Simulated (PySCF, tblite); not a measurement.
# C₆H₆F₃N: a rotation path, then NMR shifts on frames, part 2 of 2

tblite 0.8.0 and PySCF 2.14.0. Atoms count from 0. Earlier steps stand in the parts before.

### 5 NMR shieldings: image 5, PBE0/pcSseg-1

What the job is given:

```
{"job": {"kind": "nmr", "xc": "PBE0", "basis": "pcSseg-1", "pop": false}, "charge": 0, "multiplicity": 1}
C     -2.469300    -0.485900     0.212400
N     -1.124500    -0.022600     0.008000
C     -0.768400     1.246400    -0.317000
C      0.595400     1.328200    -0.364800
C      1.082200     0.040400    -0.053900
C      2.505000    -0.364600     0.023200
F      2.827600    -1.333200    -0.862000
F      2.840400    -0.862000     1.233900
F      3.348300     0.650600    -0.211900
C     -0.010500    -0.766200     0.174900
H     -2.733100    -0.459600     1.273600
H     -2.572700    -1.510600    -0.144000
H     -3.157800     0.154700    -0.336100
H     -1.501100     2.005100    -0.505600
H      1.188300     2.191800    -0.583100
H     -0.057400    -1.803800     0.441000
```

Level: GIAO PBE0/pcSseg-1 NMR shielding, non-relativistic, gas phase.

The log of the run:

```text
coarse grid: 14560 points
cycle   1  E = -585.6373652873  dE =  1.963e+00  |g| = 9.160e-01  |ddm| = 3.828e+00
cycle   2  E = -585.5080226054  dE =  1.293e-01  |g| = 1.322e+00  |ddm| = 1.309e+00
cycle   3  E = -585.7869411861  dE = -2.789e-01  |g| = 6.702e-02  |ddm| = 7.703e-01
cycle   4  E = -585.7875532528  dE = -6.121e-04  |g| = 4.422e-02  |ddm| = 1.018e-01
cycle   5  E = -585.7879921606  dE = -4.389e-04  |g| = 9.997e-03  |ddm| = 5.036e-02
cycle   6  E = -585.7880117767  dE = -1.962e-05  |g| = 4.042e-03  |ddm| = 1.152e-02
cycle   7  E = -585.7880151652  dE = -3.389e-06  |g| = 7.983e-04  |ddm| = 3.560e-03
final grid: 145288 points
cycle   8  E = -585.8634843916  dE = -5.297e-05  |g| = 8.130e-03  |ddm| = 3.837e-02
cycle   9  E = -585.8634790206  dE =  5.371e-06  |g| = 1.018e-02  |ddm| = 1.634e-02
cycle  10  E = -585.8634996402  dE = -2.062e-05  |g| = 1.082e-03  |ddm| = 8.373e-03
cycle  11  E = -585.8634998438  dE = -2.036e-07  |g| = 2.503e-04  |ddm| = 8.612e-04
cycle  12  E = -585.8634998546  dE = -1.083e-08  |g| = 9.402e-05  |ddm| = 2.597e-04
cycle  13  E = -585.8634998564  dE = -1.841e-09  |g| = 3.394e-05  |ddm| = 1.188e-04
cycle  14  E = -585.8634998567  dE = -2.451e-10  |g| = 1.108e-05  |ddm| = 3.269e-05
converged SCF energy = -585.8634998567

GIAO shielding tensors (ppm)
atom      isotropic    diamagn.    paramagn.     s11        s22        s33       span
  0 C      149.623     242.123     -92.500    127.783    131.933    189.153     61.370
  1 N       88.339     333.742    -245.403    -15.169     97.456    182.730    197.899
  2 C       63.305     253.747    -190.442     -5.631     68.434    127.112    132.743
  3 C       72.702     251.129    -178.427     -5.767     61.265    162.610    168.377
  4 C       63.197     266.287    -203.090      3.493     47.501    138.597    135.104
  5 C       53.499     238.924    -185.424     50.585     51.346     58.568      7.983
  6 F      232.642     473.341    -240.699    150.536    214.038    333.352    182.816
  7 F      232.562     473.712    -241.150    151.920    211.824    333.941    182.021
  8 F      261.463     471.613    -210.149    184.597    248.740    351.053    166.457
  9 C       62.487     252.175    -189.688     -5.159     58.762    133.858    139.017
 10 H       27.817      27.489       0.329     23.752     24.911     34.790     11.038
 11 H       27.914      28.026      -0.113     22.874     26.879     33.988     11.114
 12 H       28.040      27.688       0.353     23.032     27.075     34.015     10.983
 13 H       25.257      31.820      -6.563     21.779     26.656     27.336      5.557
 14 H       25.039      32.630      -7.591     21.808     25.920     27.389      5.580
 15 H       24.757      33.318      -8.561     20.935     25.022     28.315      7.380
```

Run time: 41 s. Hardware: 1 thread of Intel Xeon Platinum 8259CL at 2.50GHz, shared host; peak memory 1 GiB.

In short: δ C5 133.4, C9 124.4, C4 123.7, C2 123.6, H15 6.96, H14 6.68 ppm.

### 6 NMR shieldings: image 6, PBE0/pcSseg-1

What the job is given:

```
{"job": {"kind": "nmr", "xc": "PBE0", "basis": "pcSseg-1", "pop": false}, "charge": 0, "multiplicity": 1}
C     -2.468500    -0.476500     0.242100
N     -1.124600    -0.022400     0.012300
C     -0.769600     1.231400    -0.368200
C      0.594100     1.311300    -0.422300
C      1.081800     0.039000    -0.053700
C      2.504900    -0.363200     0.031200
F      2.905600    -1.123500    -1.013200
F      2.771000    -1.097800     1.130700
F      3.341000     0.685200     0.063200
C     -0.010100    -0.757700     0.209100
H     -2.727700    -0.404900     1.302400
H     -2.573200    -1.515600    -0.069600
H     -3.159500     0.140000    -0.330200
H     -1.503100     1.981400    -0.585900
H      1.185700     2.165200    -0.679100
H     -0.055300    -1.782900     0.519800
```

Method: GIAO PBE0/pcSseg-1 NMR shielding, non-relativistic, gas phase.

The log of the run:

```text
coarse grid: 14560 points
cycle   1  E = -585.6364789224  dE =  1.963e+00  |g| = 9.152e-01  |ddm| = 3.826e+00
cycle   2  E = -585.5074824057  dE =  1.290e-01  |g| = 1.320e+00  |ddm| = 1.308e+00
cycle   3  E = -585.7858229878  dE = -2.783e-01  |g| = 6.723e-02  |ddm| = 7.686e-01
cycle   4  E = -585.7864368783  dE = -6.139e-04  |g| = 4.438e-02  |ddm| = 1.016e-01
cycle   5  E = -585.7868765868  dE = -4.397e-04  |g| = 1.014e-02  |ddm| = 5.028e-02
cycle   6  E = -585.7868966818  dE = -2.009e-05  |g| = 4.076e-03  |ddm| = 1.166e-02
cycle   7  E = -585.7869001106  dE = -3.429e-06  |g| = 8.109e-04  |ddm| = 3.591e-03
final grid: 145288 points
cycle   8  E = -585.8636878657  dE = -5.628e-05  |g| = 8.363e-03  |ddm| = 3.669e-02
cycle   9  E = -585.8636816634  dE =  6.202e-06  |g| = 1.063e-02  |ddm| = 1.654e-02
cycle  10  E = -585.8637035111  dE = -2.185e-05  |g| = 1.040e-03  |ddm| = 8.506e-03
cycle  11  E = -585.8637037058  dE = -1.947e-07  |g| = 2.707e-04  |ddm| = 8.660e-04
cycle  12  E = -585.8637037189  dE = -1.309e-08  |g| = 1.015e-04  |ddm| = 2.863e-04
cycle  13  E = -585.8637037211  dE = -2.190e-09  |g| = 3.582e-05  |ddm| = 1.239e-04
cycle  14  E = -585.8637037214  dE = -2.708e-10  |g| = 1.115e-05  |ddm| = 3.282e-05
converged SCF energy = -585.8637037214

GIAO shielding tensors (ppm)
atom      isotropic    diamagn.    paramagn.     s11        s22        s33       span
  0 C      149.655     242.128     -92.473    127.838    131.956    189.172     61.334
  1 N       89.228     333.738    -244.510    -13.710     98.212    183.183    196.893
  2 C       62.863     253.763    -190.900     -6.404     68.210    126.783    133.186
  3 C       72.713     251.210    -178.498     -5.733     60.929    162.941    168.675
  4 C       63.238     266.311    -203.072      3.710     47.481    138.524    134.814
  5 C       53.539     238.779    -185.239     49.945     52.324     58.349      8.404
  6 F      228.536     472.722    -244.186    141.293    215.464    328.852    187.559
  7 F      241.315     474.111    -232.796    165.118    216.790    342.038    176.920
  8 F      258.229     471.712    -213.483    181.924    243.687    349.077    167.152
  9 C       62.467     252.227    -189.760     -5.004     58.787    133.618    138.622
 10 H       27.827      27.508       0.319     23.748     24.932     34.802     11.055
 11 H       27.917      28.031      -0.114     22.888     26.866     33.999     11.111
 12 H       28.047      27.691       0.356     23.033     27.082     34.025     10.993
 13 H       25.239      31.823      -6.584     21.774     26.653     27.289      5.515
 14 H       25.047      32.555      -7.508     21.858     25.902     27.381      5.522
 15 H       24.763      33.380      -8.617     20.910     25.053     28.328      7.418
```

Wall time 41 s (1 thread of Intel Xeon Platinum 8259CL at 2.50GHz, shared host); peak memory 0.95 GiB.

In short: δ C5 133.4, C9 124.5, C2 124.1, C4 123.7, H15 6.95, H14 6.67 ppm.

### 7 NMR shieldings: image 8, PBE0/pcSseg-1

What the job is given:

```
{"job": {"kind": "nmr", "xc": "PBE0", "basis": "pcSseg-1", "pop": false}, "charge": 0, "multiplicity": 1}
C     -2.467600    -0.453000     0.297900
N     -1.124700    -0.018400     0.031000
C     -0.771800     1.196100    -0.463500
C      0.591600     1.269100    -0.536100
C      1.081100     0.034800    -0.054700
C      2.503900    -0.363100     0.042100
F      3.067600    -0.605100    -1.162200
F      2.677500    -1.485700     0.762200
F      3.274100     0.579500     0.617700
C     -0.008300    -0.733900     0.286500
H     -2.729400    -0.282400     1.345800
H     -2.566300    -1.516900     0.083600
H     -3.163300     0.102000    -0.329800
H     -1.512300     1.922000    -0.734800
H      1.182500     2.091200    -0.884100
H     -0.042300    -1.727300     0.686800
```

Level: GIAO PBE0/pcSseg-1 NMR shielding, non-relativistic, gas phase.

The log of the run:

```text
coarse grid: 14560 points
cycle   1  E = -585.6377506156  dE =  1.961e+00  |g| = 9.145e-01  |ddm| = 3.827e+00
cycle   2  E = -585.5085250969  dE =  1.292e-01  |g| = 1.320e+00  |ddm| = 1.305e+00
cycle   3  E = -585.7868453220  dE = -2.783e-01  |g| = 6.843e-02  |ddm| = 7.637e-01
cycle   4  E = -585.7874741533  dE = -6.288e-04  |g| = 4.528e-02  |ddm| = 1.012e-01
cycle   5  E = -585.7879216906  dE = -4.475e-04  |g| = 1.083e-02  |ddm| = 5.026e-02
cycle   6  E = -585.7879443855  dE = -2.269e-05  |g| = 4.181e-03  |ddm| = 1.228e-02
cycle   7  E = -585.7879479525  dE = -3.567e-06  |g| = 8.600e-04  |ddm| = 3.705e-03
final grid: 145288 points
cycle   8  E = -585.8644267997  dE = -5.604e-05  |g| = 8.202e-03  |ddm| = 3.715e-02
cycle   9  E = -585.8644208678  dE =  5.932e-06  |g| = 1.042e-02  |ddm| = 1.630e-02
cycle  10  E = -585.8644418968  dE = -2.103e-05  |g| = 1.055e-03  |ddm| = 8.415e-03
cycle  11  E = -585.8644420969  dE = -2.001e-07  |g| = 2.840e-04  |ddm| = 9.099e-04
cycle  12  E = -585.8644421113  dE = -1.436e-08  |g| = 1.243e-04  |ddm| = 3.364e-04
cycle  13  E = -585.8644421147  dE = -3.394e-09  |g| = 3.577e-05  |ddm| = 1.356e-04
cycle  14  E = -585.8644421149  dE = -2.540e-10  |g| = 1.145e-05  |ddm| = 3.249e-05
converged SCF energy = -585.8644421149

GIAO shielding tensors (ppm)
atom      isotropic    diamagn.    paramagn.     s11        s22        s33       span
  0 C      149.861     242.123     -92.262    127.987    132.279    189.318     61.331
  1 N       92.688     333.761    -241.073     -8.170    101.431    184.804    192.974
  2 C       61.053     253.860    -192.807     -9.127     66.968    125.319    134.447
  3 C       72.977     251.250    -178.272     -4.913     59.470    164.375    169.288
  4 C       63.258     266.649    -203.392      3.762     47.580    138.431    134.669
  5 C       53.604     238.466    -184.862     50.527     52.589     57.696      7.169
  6 F      231.020     472.043    -241.023    144.420    219.313    329.327    184.907
  7 F      260.812     474.155    -213.343    181.433    242.884    358.119    176.686
  8 F      242.221     471.893    -229.672    163.544    225.547    337.570    174.026
  9 C       62.341     252.303    -189.962     -4.731     59.554    132.200    136.931
 10 H       27.850      27.526       0.324     23.756     24.941     34.853     11.097
 11 H       27.946      28.093      -0.148     22.887     26.897     34.053     11.165
 12 H       28.065      27.717       0.348     23.072     27.071     34.051     10.979
 13 H       25.157      31.816      -6.659     21.716     26.613     27.141      5.425
 14 H       25.069      32.234      -7.166     22.047     25.795     27.364      5.317
 15 H       24.771      33.628      -8.857     20.783     25.151     28.379      7.596
```

It took 40 s on 1 thread of Intel Xeon Platinum 8259CL at 2.50GHz, shared host; peak memory 0.95 GiB.

In short: δ C5 133.3, C2 125.9, C9 124.6, C4 123.7, H15 6.95, H14 6.65 ppm.

### 8 Run by run: NMR shifts

Shifts (ppm) of some atoms, chosen among heavy atoms and hydrogens apart, with basis size and wall time:

```csv
frame,C2,H13,H10,N1,F8,F7,F6,functions,time
image 0,125.9,6.56,3.87,175.0,-60.4,-71.0,-89.8,200,43 s
image 2,125.5,6.55,3.88,175.4,-74.0,-57.9,-88.3,200,41 s
image 5,123.6,6.46,3.90,179.4,-90.5,-61.6,-61.7,200,41 s
image 6,124.1,6.48,3.89,178.5,-87.3,-70.4,-57.6,200,41 s
image 8,125.9,6.56,3.87,175.0,-71.3,-89.9,-60.1,200,40 s
```

### 9 Results

This closing draws on all 2 parts.

| quantity | value |
| --- | --- |
| barrier | 0.004 eV (0.1 kcal/mol) at image 5 |
| end to end (GFN2-xTB) | 0.000 eV |
| 13C shifts against TMS (PBE0/pcSseg-1, image 0) | 133.3, 125.9, 124.6, 123.7, 113.9, 37.1 ppm |
| 1H shifts against TMS (PBE0/pcSseg-1, image 0) | 6.95, 6.65, 6.56, 3.87, 3.78, 3.65 ppm |
| 15N shifts against NH3 (PBE0/pcSseg-1, image 0) | 175.0 ppm |
| 19F shifts against CFCl3 (PBE0/pcSseg-1, image 0) | -60.4, -71.0, -89.8 ppm |
| range of the shift of F6 | -89.8 to -57.6 ppm |

**Reading.** Along the band the dihedral turns by 120°, and the top (dihedral -58°) lies 0.1 kcal/mol above the start (GFN2-xTB, rough), so at room temperature this motion is fast. The top was not checked by a frequency run. Shifts at one fixed geometry are not the observed spectrum, which averages over the motion. NICS(1)zz of -28 ppm above the planar ring from N1 marks a diatropic (aromatic) ring current. Across the 5 runs the shift of F6 moves most, between -89.8 (image 0) and -57.6 ppm (image 6).
